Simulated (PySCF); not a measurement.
# C3H5AlF2: NMR shifts at several levels of theory, part 1 of 2

Aim: compute the NMR shifts of C3H5AlF2 (`C=C[CH2][Al]([F])[F]`) at several levels, and see how far they spread and what each costs.

Programs: PySCF 2.14.0, with density-fitted response routines of our own. Each step states its level of theory. These are calculated values for one molecule in the gas phase, unless marked as measured. Atoms count from 0, in the outputs and in this text.

**1. The starting structure**

11 atoms, charge 0, multiplicity 1; geometry from: PBE0-D3(BJ)/def2-SVP.

Bonds of the start (Å): C0–C1 1.34, C1–C2 1.50, C2–Al3 1.94, Al3–F4 1.66, Al3–F5 1.66, C0–H6 1.09, C0–H7 1.10, C1–H8 1.10, C2–H9 1.11, C2–H10 1.10.

**2. NMR shieldings: HF/pcSseg-2**

What the job is given:

```
{"job": {"kind": "nmr", "xc": "HF", "basis": "pcSseg-2", "pop": false}, "charge": 0, "multiplicity": 1}
C     -1.625646     0.151079     0.605605
C     -0.878985    -0.635375    -0.173248
C      0.606758    -0.532707    -0.368791
Al     1.494940     0.699155     0.838808
F      2.876272     0.264935     1.648264
F      0.942189     2.238693     1.127076
H     -2.705783     0.006599     0.690895
H     -1.197062     0.988728     1.169885
H     -1.382840    -1.436279    -0.731288
H      0.832723    -0.246266    -1.414198
H      1.078972    -1.524316    -0.248632
```

Method: GIAO HF/pcSseg-2 NMR shielding, non-relativistic, gas phase.

On the command line:

```console
OMP_NUM_THREADS=1 python probes_run.py task.json out
```

This one command runs all jobs of the session in turn.

The log of the run:

```text
final grid: 95584 points
cycle   1  E = -557.4463974006  dE =  4.416e-01  |g| = 7.707e-01  |ddm| = 2.316e+00
cycle   2  E = -557.5426600330  dE = -9.626e-02  |g| = 5.245e-01  |ddm| = 6.282e-01
cycle   3  E = -557.5817414042  dE = -3.908e-02  |g| = 5.948e-02  |ddm| = 2.220e-01
cycle   4  E = -557.5835841698  dE = -1.843e-03  |g| = 1.243e-02  |ddm| = 1.097e-01
cycle   5  E = -557.5836740633  dE = -8.989e-05  |g| = 4.252e-03  |ddm| = 2.271e-02
cycle   6  E = -557.5836867847  dE = -1.272e-05  |g| = 1.513e-03  |ddm| = 8.991e-03
cycle   7  E = -557.5836885918  dE = -1.807e-06  |g| = 5.641e-04  |ddm| = 3.449e-03
cycle   8  E = -557.5836887725  dE = -1.807e-07  |g| = 1.530e-04  |ddm| = 1.070e-03
cycle   9  E = -557.5836887885  dE = -1.596e-08  |g| = 7.791e-05  |ddm| = 2.384e-04
cycle  10  E = -557.5836887918  dE = -3.281e-09  |g| = 2.274e-05  |ddm| = 1.308e-04
cycle  11  E = -557.5836887922  dE = -4.188e-10  |g| = 6.484e-06  |ddm| = 5.071e-05
converged SCF energy = -557.5836887922

GIAO shielding tensors (ppm)
atom      isotropic    diamagn.    paramagn.     s11        s22        s33       span
  0 C       64.645     252.805    -188.160    -64.063    101.593    156.405    220.469
  1 C       44.728     248.897    -204.169    -94.412     58.007    170.588    265.001
  2 C      185.920     239.339     -53.418    169.707    178.514    209.540     39.833
  3 Al     486.138     789.531    -303.393    413.849    456.531    588.035    174.186
  4 F      376.830     467.480     -90.650    321.326    352.012    457.153    135.827
  5 F      368.181     469.717    -101.536    311.318    348.586    444.638    133.321
  6 H       26.377      29.845      -3.468     23.979     24.686     30.466      6.488
  7 H       26.059      32.695      -6.637     23.777     24.963     29.436      5.659
  8 H       25.277      30.076      -4.799     22.742     24.888     28.200      5.457
  9 H       30.416      29.446       0.970     26.457     27.928     36.864     10.406
 10 H       30.634      29.570       1.064     26.140     28.567     37.194     11.055
```

Run time: 21 s. Hardware: 1 thread of Intel Xeon 6975P-C, shared host; peak memory 1.1 GiB.

The references, computed at this level on geometries of the same kind, shield at (ppm): 1H TMS 31.68, 13C TMS 191.5, 19F CFCl3 245.3, 27Al AlH4- 511.7. Their shielding less the atom's gives the shift. The references are single molecules in the gas phase, so shifts against H2O, NH3, PH3, H3PO4 or CFCl3 are not on the usual liquid scales and can be off by tens of ppm. Shifts against hydride references such as AlH4− lie on their own scale. Atoms listed in one row are averaged.

```csv
atoms,environment,σ (ppm),δ (ppm)
C1,alkene CH,44.7,146.7
C0,terminal =CH2 carbon,64.6,126.8
C2,allylic sp3 CH2 bonded to Al,185.9,5.6
H8,hydrogen on an alkene CH,25.28,6.41
H7,hydrogen on a terminal =CH2 carbon,26.06,5.62
H6,hydrogen on a terminal =CH2 carbon,26.38,5.30
"H9, H10",hydrogen on an allylic sp3 CH2 bonded to Al,30.53,1.16
Al3,"aluminium bonded to C, 2 F",486.1,25.6
"F4, F5",fluorine bonded to Al,372.5,-127.2
```

**3. Nuclear shieldings: LDA/pcSseg-2**

The job, as its differences from that of step 2:

```diff
@@ -1,2 +1,2 @@
-{"job": {"kind": "nmr", "xc": "HF", "basis": "pcSseg-2", "pop": false}, "charge": 0, "multiplicity": 1}
+{"job": {"kind": "nmr", "xc": "LDA", "basis": "pcSseg-2", "pop": false}, "charge": 0, "multiplicity": 1}
 C     -1.625646     0.151079     0.605605
```

With the program's defaults for keys left out, this is: GIAO LDA/pcSseg-2 NMR shielding, non-relativistic, gas phase.

The log of the run:

```text
coarse grid: 10160 points
cycle   1  E = -556.1300915275  dE =  3.195e-01  |g| = 1.029e+00  |ddm| = 2.648e+00
cycle   2  E = -555.4484007837  dE =  6.817e-01  |g| = 2.278e+00  |ddm| = 1.891e+00
cycle   3  E = -556.3132829554  dE = -8.649e-01  |g| = 2.593e-01  |ddm| = 1.373e+00
cycle   4  E = -556.3273010673  dE = -1.402e-02  |g| = 8.131e-02  |ddm| = 2.205e-01
cycle   5  E = -556.3287373233  dE = -1.436e-03  |g| = 2.349e-02  |ddm| = 6.108e-02
cycle   6  E = -556.3288080373  dE = -7.071e-05  |g| = 1.442e-02  |ddm| = 1.972e-02
cycle   7  E = -556.3288578668  dE = -4.983e-05  |g| = 4.044e-03  |ddm| = 1.006e-02
cycle   8  E = -556.3288612268  dE = -3.360e-06  |g| = 1.371e-03  |ddm| = 2.706e-03
final grid: 95584 points
cycle   9  E = -556.3213771836  dE = -1.016e-04  |g| = 4.817e-03  |ddm| = 3.822e-02
cycle  10  E = -556.3213637666  dE =  1.342e-05  |g| = 8.685e-03  |ddm| = 8.687e-03
cycle  11  E = -556.3213817688  dE = -1.800e-05  |g| = 1.958e-03  |ddm| = 6.142e-03
cycle  12  E = -556.3213825529  dE = -7.841e-07  |g| = 6.682e-04  |ddm| = 1.526e-03
cycle  13  E = -556.3213826685  dE = -1.156e-07  |g| = 1.848e-04  |ddm| = 4.982e-04
cycle  14  E = -556.3213826741  dE = -5.622e-09  |g| = 5.440e-05  |ddm| = 1.128e-04
cycle  15  E = -556.3213826746  dE = -4.702e-10  |g| = 5.406e-06  |ddm| = 3.109e-05
converged SCF energy = -556.3213826746

GIAO shielding tensors (ppm)
atom      isotropic    diamagn.    paramagn.     s11        s22        s33       span
  0 C       45.180     254.068    -208.888    -67.971     66.336    137.174    205.145
  1 C       27.960     250.549    -222.589    -93.001     22.902    153.979    246.981
  2 C      163.712     243.854     -80.142    143.635    150.991    196.510     52.875
  3 Al     416.152     792.950    -376.797    343.592    399.116    505.749    162.157
  4 F      310.135     465.205    -155.070    223.228    275.786    431.392    208.164
  5 F      295.799     467.778    -171.979    201.322    272.943    413.133    211.811
  6 H       25.305      29.748      -4.444     23.128     24.274     28.512      5.384
  7 H       24.805      31.533      -6.729     22.832     23.848     27.734      4.901
  8 H       24.148      29.647      -5.499     22.085     23.508     26.852      4.767
  9 H       28.789      29.014      -0.226     25.074     27.056     34.236      9.161
 10 H       28.984      29.341      -0.357     24.788     27.748     34.415      9.626
```

Run time: 34 s. Hardware: 1 thread of Intel Xeon 6975P-C, shared host; peak memory 1 GiB.

In short: δ C1 152.3, C0 135.1, C2 16.6, Al3 49.0, H8 6.62, H7 5.97 ppm.

**4. NMR shieldings: PBE/pcSseg-2**

The job, as its differences from that of step 3:

```diff
@@ -1,2 +1,2 @@
-{"job": {"kind": "nmr", "xc": "LDA", "basis": "pcSseg-2", "pop": false}, "charge": 0, "multiplicity": 1}
+{"job": {"kind": "nmr", "xc": "PBE", "basis": "pcSseg-2", "pop": false}, "charge": 0, "multiplicity": 1}
 C     -1.625646     0.151079     0.605605
```

With the program's defaults for keys left out, this is: GIAO PBE/pcSseg-2 NMR shielding, non-relativistic, gas phase.

The log of the run:

```text
coarse grid: 10160 points
cycle   1  E = -559.0337907805  dE =  3.417e-01  |g| = 1.055e+00  |ddm| = 2.473e+00
cycle   2  E = -558.3274338474  dE =  7.064e-01  |g| = 2.317e+00  |ddm| = 1.972e+00
cycle   3  E = -559.2237501272  dE = -8.963e-01  |g| = 2.531e-01  |ddm| = 1.461e+00
cycle   4  E = -559.2374477076  dE = -1.370e-02  |g| = 8.568e-02  |ddm| = 2.307e-01
cycle   5  E = -559.2390765664  dE = -1.629e-03  |g| = 2.553e-02  |ddm| = 6.237e-02
cycle   6  E = -559.2391721927  dE = -9.563e-05  |g| = 1.502e-02  |ddm| = 2.124e-02
cycle   7  E = -559.2392280829  dE = -5.589e-05  |g| = 3.843e-03  |ddm| = 1.085e-02
cycle   8  E = -559.2392312237  dE = -3.141e-06  |g| = 1.219e-03  |ddm| = 2.841e-03
final grid: 95584 points
cycle   9  E = -559.2434977715  dE = -1.285e-04  |g| = 1.093e-02  |ddm| = 4.218e-02
cycle  10  E = -559.2434358975  dE =  6.187e-05  |g| = 1.846e-02  |ddm| = 2.088e-02
cycle  11  E = -559.2435263185  dE = -9.042e-05  |g| = 3.583e-03  |ddm| = 1.401e-02
cycle  12  E = -559.2435293474  dE = -3.029e-06  |g| = 7.919e-04  |ddm| = 2.522e-03
cycle  13  E = -559.2435294993  dE = -1.519e-07  |g| = 2.907e-04  |ddm| = 6.184e-04
cycle  14  E = -559.2435295148  dE = -1.553e-08  |g| = 7.021e-05  |ddm| = 1.774e-04
cycle  15  E = -559.2435295155  dE = -7.067e-10  |g| = 1.871e-05  |ddm| = 4.536e-05
converged SCF energy = -559.2435295155

GIAO shielding tensors (ppm)
atom      isotropic    diamagn.    paramagn.     s11        s22        s33       span
  0 C       50.577     254.119    -203.542    -59.694     73.683    137.742    197.436
  1 C       32.635     250.472    -217.836    -85.183     30.903    152.186    237.370
  2 C      165.017     243.505     -78.489    146.690    152.476    195.884     49.194
  3 Al     435.394     792.848    -357.454    365.149    420.445    520.587    155.438
  4 F      321.088     466.431    -145.343    239.391    288.486    435.387    195.996
  5 F      308.256     468.977    -160.721    219.829    285.944    418.995    199.166
  6 H       25.808      29.754      -3.946     23.610     24.743     29.069      5.458
  7 H       25.341      32.311      -6.970     23.453     24.353     28.218      4.765
  8 H       24.637      29.764      -5.127     22.651     24.007     27.252      4.601
  9 H       29.333      29.404      -0.070     25.669     27.606     34.725      9.057
 10 H       29.546      29.518       0.028     25.425     28.283     34.930      9.505
```

Wall time 39 s (1 thread of Intel Xeon 6975P-C, shared host); peak memory 0.93 GiB.

This run: δ C1 146.8, C0 128.8, C2 14.4, Al3 43.0, H8 6.54, H7 5.84 ppm.

**5. Shielding tensors: BLYP/pcSseg-2**

The job, as its differences from that of step 4:

```diff
@@ -1,2 +1,2 @@
-{"job": {"kind": "nmr", "xc": "PBE", "basis": "pcSseg-2", "pop": false}, "charge": 0, "multiplicity": 1}
+{"job": {"kind": "nmr", "xc": "BLYP", "basis": "pcSseg-2", "pop": false}, "charge": 0, "multiplicity": 1}
 C     -1.625646     0.151079     0.605605
```

Level: GIAO BLYP/pcSseg-2 NMR shielding, non-relativistic, gas phase.

The log of the run:

```text
coarse grid: 10160 points
cycle   1  E = -559.4375067816  dE =  3.542e-01  |g| = 1.119e+00  |ddm| = 2.461e+00
cycle   2  E = -558.5686565599  dE =  8.689e-01  |g| = 2.540e+00  |ddm| = 2.158e+00
cycle   3  E = -559.6484299056  dE = -1.080e+00  |g| = 2.807e-01  |ddm| = 1.617e+00
cycle   4  E = -559.6648441702  dE = -1.641e-02  |g| = 1.024e-01  |ddm| = 2.623e-01
cycle   5  E = -559.6672167724  dE = -2.373e-03  |g| = 2.791e-02  |ddm| = 7.472e-02
cycle   6  E = -559.6673354169  dE = -1.186e-04  |g| = 1.603e-02  |ddm| = 2.316e-02
cycle   7  E = -559.6673979222  dE = -6.251e-05  |g| = 4.260e-03  |ddm| = 1.163e-02
cycle   8  E = -559.6674018272  dE = -3.905e-06  |g| = 1.312e-03  |ddm| = 3.090e-03
final grid: 95584 points
cycle   9  E = -559.6707185529  dE = -1.144e-04  |g| = 8.858e-03  |ddm| = 4.368e-02
cycle  10  E = -559.6706720223  dE =  4.653e-05  |g| = 1.654e-02  |ddm| = 1.639e-02
cycle  11  E = -559.6707358197  dE = -6.380e-05  |g| = 2.832e-03  |ddm| = 1.123e-02
cycle  12  E = -559.6707374940  dE = -1.674e-06  |g| = 7.476e-04  |ddm| = 2.061e-03
cycle  13  E = -559.6707376147  dE = -1.206e-07  |g| = 3.873e-04  |ddm| = 6.388e-04
cycle  14  E = -559.6707376459  dE = -3.120e-08  |g| = 6.129e-05  |ddm| = 2.338e-04
cycle  15  E = -559.6707376465  dE = -5.948e-10  |g| = 1.633e-05  |ddm| = 4.622e-05
converged SCF energy = -559.6707376465

GIAO shielding tensors (ppm)
atom      isotropic    diamagn.    paramagn.     s11        s22        s33       span
  0 C       47.863     252.706    -204.843    -62.618     72.592    133.615    196.233
  1 C       27.684     248.706    -221.022    -91.088     27.045    147.095    238.183
  2 C      160.507     241.672     -81.164    141.529    148.008    191.984     50.455
  3 Al     431.923     792.483    -360.560    362.309    415.391    518.068    155.759
  4 F      320.757     467.278    -146.521    238.039    288.650    435.582    197.543
  5 F      308.347     469.769    -161.422    219.642    286.135    419.262    199.620
  6 H       26.110      30.172      -4.062     23.949     25.032     29.350      5.401
  7 H       25.632      32.234      -6.601     23.778     24.634     28.485      4.707
  8 H       24.885      30.055      -5.170     22.969     24.122     27.563      4.594
  9 H       29.550      29.653      -0.103     26.005     27.963     34.682      8.677
 10 H       29.772      29.820      -0.048     25.795     28.625     34.896      9.101
```

Wall time 37 s (1 thread of Intel Xeon 6975P-C, shared host); peak memory 0.93 GiB.

Key values: δ C1 147.3, C0 127.1, C2 14.5, Al3 41.0, H8 6.49, H7 5.74 ppm.

**6. NMR shieldings: BP86/pcSseg-2**

The job, as its differences from that of step 5:

```diff
@@ -1,2 +1,2 @@
-{"job": {"kind": "nmr", "xc": "BLYP", "basis": "pcSseg-2", "pop": false}, "charge": 0, "multiplicity": 1}
+{"job": {"kind": "nmr", "xc": "BP86", "basis": "pcSseg-2", "pop": false}, "charge": 0, "multiplicity": 1}
 C     -1.625646     0.151079     0.605605
```

Method: GIAO BP86/pcSseg-2 NMR shielding, non-relativistic, gas phase.

The log of the run:

```text
coarse grid: 10160 points
cycle   1  E = -559.5370989653  dE =  3.413e-01  |g| = 1.058e+00  |ddm| = 2.469e+00
cycle   2  E = -558.8515510451  dE =  6.855e-01  |g| = 2.307e+00  |ddm| = 1.876e+00
cycle   3  E = -559.7270006667  dE = -8.754e-01  |g| = 2.510e-01  |ddm| = 1.376e+00
cycle   4  E = -559.7405249330  dE = -1.352e-02  |g| = 8.355e-02  |ddm| = 2.231e-01
cycle   5  E = -559.7420556770  dE = -1.531e-03  |g| = 2.652e-02  |ddm| = 6.228e-02
cycle   6  E = -559.7421594773  dE = -1.038e-04  |g| = 1.540e-02  |ddm| = 2.156e-02
cycle   7  E = -559.7422154250  dE = -5.595e-05  |g| = 4.250e-03  |ddm| = 1.085e-02
cycle   8  E = -559.7422190620  dE = -3.637e-06  |g| = 1.310e-03  |ddm| = 2.979e-03
final grid: 95584 points
cycle   9  E = -559.7442214312  dE = -1.265e-04  |g| = 7.245e-03  |ddm| = 4.090e-02
cycle  10  E = -559.7442019558  dE =  1.948e-05  |g| = 1.135e-02  |ddm| = 1.100e-02
cycle  11  E = -559.7442306523  dE = -2.870e-05  |g| = 2.210e-03  |ddm| = 7.736e-03
cycle  12  E = -559.7442315007  dE = -8.484e-07  |g| = 9.174e-04  |ddm| = 1.745e-03
cycle  13  E = -559.7442317532  dE = -2.526e-07  |g| = 2.295e-04  |ddm| = 6.655e-04
cycle  14  E = -559.7442317362  dE =  1.705e-08  |g| = 1.025e-04  |ddm| = 1.690e-04
cycle  15  E = -559.7442317380  dE = -1.793e-09  |g| = 1.218e-05  |ddm| = 5.871e-05
cycle  16  E = -559.7442317380  dE = -1.978e-11  |g| = 5.904e-06  |ddm| = 1.067e-05
converged SCF energy = -559.7442317380

GIAO shielding tensors (ppm)
atom      isotropic    diamagn.    paramagn.     s11        s22        s33       span
  0 C       50.802     254.096    -203.294    -59.115     74.061    137.459    196.574
  1 C       32.872     250.404    -217.532    -84.746     31.341    152.021    236.767
  2 C      164.704     243.369     -78.665    146.552    152.364    195.194     48.641
  3 Al     435.498     792.941    -357.443    365.085    420.279    521.128    156.043
  4 F      321.742     466.021    -144.278    240.224    289.550    435.453    195.229
  5 F      308.587     468.572    -159.984    220.611    286.578    418.572    197.961
  6 H       25.883      29.854      -3.971     23.694     24.811     29.144      5.450
  7 H       25.408      32.251      -6.843     23.536     24.412     28.277      4.741
  8 H       24.729      29.860      -5.132     22.763     24.115     27.307      4.544
  9 H       29.413      29.499      -0.086     25.771     27.700     34.768      8.997
 10 H       29.619      29.632      -0.013     25.526     28.362     34.971      9.445
```

Run time: 39 s. Hardware: 1 thread of Intel Xeon 6975P-C, shared host; peak memory 0.93 GiB.

Key values: δ C1 146.3, C0 128.4, C2 14.5, Al3 41.0, H8 6.51, H7 5.83 ppm.

**7. NMR shieldings: OPBE/pcSseg-2**

The job, as its differences from that of step 6:

```diff
@@ -1,2 +1,2 @@
-{"job": {"kind": "nmr", "xc": "BP86", "basis": "pcSseg-2", "pop": false}, "charge": 0, "multiplicity": 1}
+{"job": {"kind": "nmr", "xc": "OPBE", "basis": "pcSseg-2", "pop": false}, "charge": 0, "multiplicity": 1}
 C     -1.625646     0.151079     0.605605
```

With the program's defaults for keys left out, this is: GIAO OPBE/pcSseg-2 NMR shielding, non-relativistic, gas phase.

The log of the run:

```text
coarse grid: 10160 points
cycle   1  E = -559.3065389438  dE =  3.217e-01  |g| = 1.053e+00  |ddm| = 2.489e+00
cycle   2  E = -558.7140872590  dE =  5.925e-01  |g| = 2.158e+00  |ddm| = 1.926e+00
cycle   3  E = -559.4947431992  dE = -7.807e-01  |g| = 2.107e-01  |ddm| = 1.450e+00
cycle   4  E = -559.5039315935  dE = -9.188e-03  |g| = 8.737e-02  |ddm| = 2.087e-01
cycle   5  E = -559.5056853604  dE = -1.754e-03  |g| = 2.492e-02  |ddm| = 6.253e-02
cycle   6  E = -559.5057617712  dE = -7.641e-05  |g| = 1.677e-02  |ddm| = 2.238e-02
cycle   7  E = -559.5058351008  dE = -7.333e-05  |g| = 4.089e-03  |ddm| = 1.290e-02
cycle   8  E = -559.5058393417  dE = -4.241e-06  |g| = 1.119e-03  |ddm| = 3.481e-03
final grid: 95584 points
cycle   9  E = -559.5043532742  dE = -2.408e-04  |g| = 2.765e-02  |ddm| = 7.313e-02
cycle  10  E = -559.5041110978  dE =  2.422e-04  |g| = 4.780e-02  |ddm| = 3.451e-02
cycle  11  E = -559.5044608342  dE = -3.497e-04  |g| = 4.134e-03  |ddm| = 2.376e-02
cycle  12  E = -559.5044631730  dE = -2.339e-06  |g| = 1.606e-03  |ddm| = 3.071e-03
cycle  13  E = -559.5044637906  dE = -6.177e-07  |g| = 5.472e-04  |ddm| = 1.258e-03
cycle  14  E = -559.5044638661  dE = -7.551e-08  |g| = 1.904e-04  |ddm| = 4.361e-04
cycle  15  E = -559.5044638748  dE = -8.640e-09  |g| = 2.090e-05  |ddm| = 1.248e-04
cycle  16  E = -559.5044638749  dE = -7.526e-11  |g| = 9.698e-06  |ddm| = 1.737e-05
converged SCF energy = -559.5044638749

GIAO shielding tensors (ppm)
atom      isotropic    diamagn.    paramagn.     s11        s22        s33       span
  0 C       59.370     255.953    -196.582    -47.626     80.464    145.273    192.899
  1 C       43.216     252.076    -208.860    -70.299     42.447    157.501    227.800
  2 C      172.573     245.814     -73.242    156.224    160.951    200.543     44.318
  3 Al     462.598     793.210    -330.611    390.783    451.560    545.451    154.668
  4 F      342.240     466.996    -124.757    272.714    310.632    443.373    170.659
  5 F      331.537     469.545    -138.008    255.914    308.909    429.788    173.874
  6 H       25.756      29.215      -3.459     23.557     24.701     29.011      5.453
  7 H       25.374      32.910      -7.536     23.500     24.361     28.261      4.761
  8 H       24.654      29.585      -4.931     22.587     24.241     27.135      4.548
  9 H       29.503      29.298       0.206     25.724     27.543     35.243      9.518
 10 H       29.709      29.110       0.599     25.473     28.214     35.440      9.967
```

Run time: 41 s. Hardware: 1 thread of Intel Xeon 6975P-C, shared host; peak memory 0.93 GiB.

In short: δ C1 141.2, C0 125.0, C2 11.8, Al3 34.1, H8 6.54, H7 5.82 ppm.

**8. NMR shieldings: KT2/pcSseg-2**

The job, as its differences from that of step 7:

```diff
@@ -1,2 +1,2 @@
-{"job": {"kind": "nmr", "xc": "OPBE", "basis": "pcSseg-2", "pop": false}, "charge": 0, "multiplicity": 1}
+{"job": {"kind": "nmr", "xc": "KT2", "basis": "pcSseg-2", "pop": false}, "charge": 0, "multiplicity": 1}
 C     -1.625646     0.151079     0.605605
```

With the program's defaults for keys left out, this is: GIAO KT2/pcSseg-2 NMR shielding, non-relativistic, gas phase.

The log of the run:

```text
coarse grid: 10160 points
cycle   1  E = -566.3487917292  dE =  3.998e-01  |g| = 1.172e+00  |ddm| = 2.534e+00
cycle   2  E = -565.3731332640  dE =  9.757e-01  |g| = 2.661e+00  |ddm| = 2.261e+00
cycle   3  E = -566.5698965772  dE = -1.197e+00  |g| = 2.800e-01  |ddm| = 1.795e+00
cycle   4  E = -566.5858812961  dE = -1.598e-02  |g| = 1.338e-01  |ddm| = 3.019e-01
cycle   5  E = -566.5900433998  dE = -4.162e-03  |g| = 4.424e-02  |ddm| = 1.048e-01
cycle   6  E = -566.5904038653  dE = -3.605e-04  |g| = 2.178e-02  |ddm| = 3.812e-02
cycle   7  E = -566.5905264921  dE = -1.226e-04  |g| = 4.653e-03  |ddm| = 1.612e-02
cycle   8  E = -566.5905305149  dE = -4.023e-06  |g| = 1.538e-03  |ddm| = 3.631e-03
final grid: 95584 points
cycle   9  E = -566.6071014704  dE = -3.772e-04  |g| = 2.924e-02  |ddm| = 1.627e-01
cycle  10  E = -566.6067061390  dE =  3.953e-04  |g| = 5.638e-02  |ddm| = 4.031e-02
cycle  11  E = -566.6072194861  dE = -5.133e-04  |g| = 4.742e-03  |ddm| = 2.935e-02
cycle  12  E = -566.6072217402  dE = -2.254e-06  |g| = 2.248e-03  |ddm| = 3.564e-03
cycle  13  E = -566.6072230723  dE = -1.332e-06  |g| = 5.073e-04  |ddm| = 1.687e-03
cycle  14  E = -566.6072231305  dE = -5.820e-08  |g| = 2.017e-04  |ddm| = 5.253e-04
cycle  15  E = -566.6072231418  dE = -1.130e-08  |g| = 2.710e-05  |ddm| = 1.699e-04
cycle  16  E = -566.6072231420  dE = -1.510e-10  |g| = 8.304e-06  |ddm| = 3.010e-05
converged SCF energy = -566.6072231420

GIAO shielding tensors (ppm)
atom      isotropic    diamagn.    paramagn.     s11        s22        s33       span
  0 C       61.314     255.128    -193.814    -41.829     86.417    139.354    181.182
  1 C       44.626     251.974    -207.348    -64.939     44.798    154.018    218.957
  2 C      167.161     244.121     -76.960    147.913    155.355    198.214     50.300
  3 Al     451.275     795.433    -344.158    383.453    437.873    532.499    149.046
  4 F      317.850     466.880    -149.030    233.752    284.066    435.732    201.981
  5 F      303.113     469.687    -166.574    210.176    280.732    418.431    208.255
  6 H       25.986      29.124      -3.138     23.741     24.643     29.575      5.833
  7 H       25.498      32.807      -7.309     23.844     24.640     28.009      4.164
  8 H       24.801      28.952      -4.150     22.624     24.706     27.075      4.451
  9 H       29.251      29.688      -0.436     25.480     27.536     34.739      9.259
 10 H       29.453      29.676      -0.222     25.272     28.184     34.904      9.632
```

Run time: 42 s. Hardware: 1 thread of Intel Xeon 6975P-C, shared host; peak memory 0.93 GiB.

This run: δ C1 137.7, C0 121.0, C2 15.1, Al3 41.7, H8 6.38, H7 5.68 ppm.

(Continued in part 2 of 2.)
